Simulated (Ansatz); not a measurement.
**H₄O₂SiZn: a ladder of functionals and wavefunction methods**

The task here is to estimate one member of a computed series from the others.

Program: Ansatz 0.2.0, Gaussian basis. Level of theory: functionals in def2-TZVPP, the program's frozen cores in correlated methods. These are calculated values, not measurements.

The runs, in order: LDA (SPW92), PBE-D4, revPBE-D4, BLYP-D4, r2SCAN-D4, B97M-V, PBE0-D4, B3LYP-D4, r2SCANh-D4, r2SCAN0-D4, HSE06-D4, BHLYP-D4, CAM-B3LYP-D4, LC-ωPBE, ωB97X-V, ωB97M-V, B2PLYP, PBE-QIDH; CCSD(T)/def2-SVP; CCSD(T)/def2-TZVPP; MP2/def2-QZVPP; extrapolation to the limit; RPA on PBE.

## The geometry

The geometry comes from an earlier relaxation with PBE0-D4 in a triple-zeta def2 set; it is a stationary point, not always the lowest conformer.

SMILES `[OH][Zn][O][SiH3]`, 8 atoms, charge 0, spin multiplicity 1.

Atoms are counted from 1 here; the program's logs count them from 0.

Bond lengths: O1–Zn2 1.762 Å, O1–H5 0.959 Å, Zn2–O3 1.755 Å, O3–Si4 1.623 Å, Si4–H6 1.487 Å, Si4–H7 1.492 Å, Si4–H8 1.492 Å. Angles: Zn2–O1–H5 115.1°, O1–Zn2–O3 174.2°, Zn2–O3–Si4 142.9°, O3–Si4–H6 109.2°, O3–Si4–H7 111.7°, O3–Si4–H8 111.4°, H6–Si4–H7 108.5°, H6–Si4–H8 108.4°, H7–Si4–H8 107.4°.

Set-up of the first run:

Input file in.yaml:

```yaml
crystal:
  periodic: [false, false, false]
  atoms:
    - {symbol: O, position_ang: [0.888625, 2.399323, -2.014302]}
    - {symbol: Zn, position_ang: [0.536245, 1.249397, -0.726569]}
    - {symbol: O, position_ang: [0.164025, 0.244974, 0.663004]}
    - {symbol: Si, position_ang: [-0.555054, -1.142010, 1.103113]}
    - {symbol: H, position_ang: [1.325606, 2.028161, -2.782851]}
    - {symbol: H, position_ang: [-0.536935, -1.254440, 2.585608]}
    - {symbol: H, position_ang: [-1.972309, -1.198808, 0.640064]}
    - {symbol: H, position_ang: [0.149796, -2.326577, 0.531932]}
basis:
  gaussian: {orbitals: def2-TZVPP}
hamiltonian: {xc: lda}
output: {orbitals: {seedname: orbitals}}
```

Started as:

```console
> ansatz run in.yaml --threads 4 --pin off --events-out ev --progress --plain --max-ram 10444MiB
```

Steps of the session up to this table: LDA; PBE-D4 (GGA); revPBE-D4 (GGA); BLYP-D4 (GGA); r2SCAN-D4 (meta-GGA); B97M-V (meta-GGA); B3LYP-D4 (hybrid); r2SCANh-D4 (hybrid); r2SCAN0-D4 (hybrid); HSE06-D4 (hybrid); BHLYP-D4 (hybrid); CAM-B3LYP-D4 (range-separated); LC-ωPBE (range-separated); ωB97X-V (range-separated); ωB97M-V (range-separated); B2PLYP (double hybrid); PBE-QIDH (double hybrid).

One of the session's tables, all rows but one given; the rest of the session is left out.

It belongs to the step «Frontier levels by functional». 

| functional | HOMO (eV) | gap (eV) |
| --- | --- | --- |
| LDA (SPW92) | -6.98 | 4.50 |
| PBE-D4 | -6.80 | 4.57 |
| revPBE-D4 | -6.73 | 4.61 |
| BLYP-D4 | -6.72 | 4.50 |
| r2SCAN-D4 | -7.13 | 5.21 |
| B97M-V | -7.23 | 5.03 |
| PBE0-D4 | -8.30 | 6.99 |
| B3LYP-D4 | -8.09 | 6.44 |
| r2SCANh-D4 | -7.70 | 6.11 |
| r2SCAN0-D4 | ? | ? |
| HSE06-D4 | -7.90 | 6.21 |
| BHLYP-D4 | -9.72 | 9.14 |
| CAM-B3LYP-D4 | -9.76 | 9.31 |
| LC-ωPBE | -11.10 | 11.94 |
| ωB97X-V | -10.76 | 11.40 |
| ωB97M-V | -10.65 | 10.96 |

Q: Estimate the row for r2SCAN0-D4 from the others.

Worked estimate for «HOMO (eV)». Against the share of exact exchange, r2SCAN-D4 (0, -7.13), r2SCANh-D4 (0.1, -7.70) give a slope of -5.70 per unit share; at 0.25 the line stands at -8.55.

As computed: HOMO (eV): -8.54; gap (eV): 7.41. In «HOMO (eV)» the line misses by -0.01.
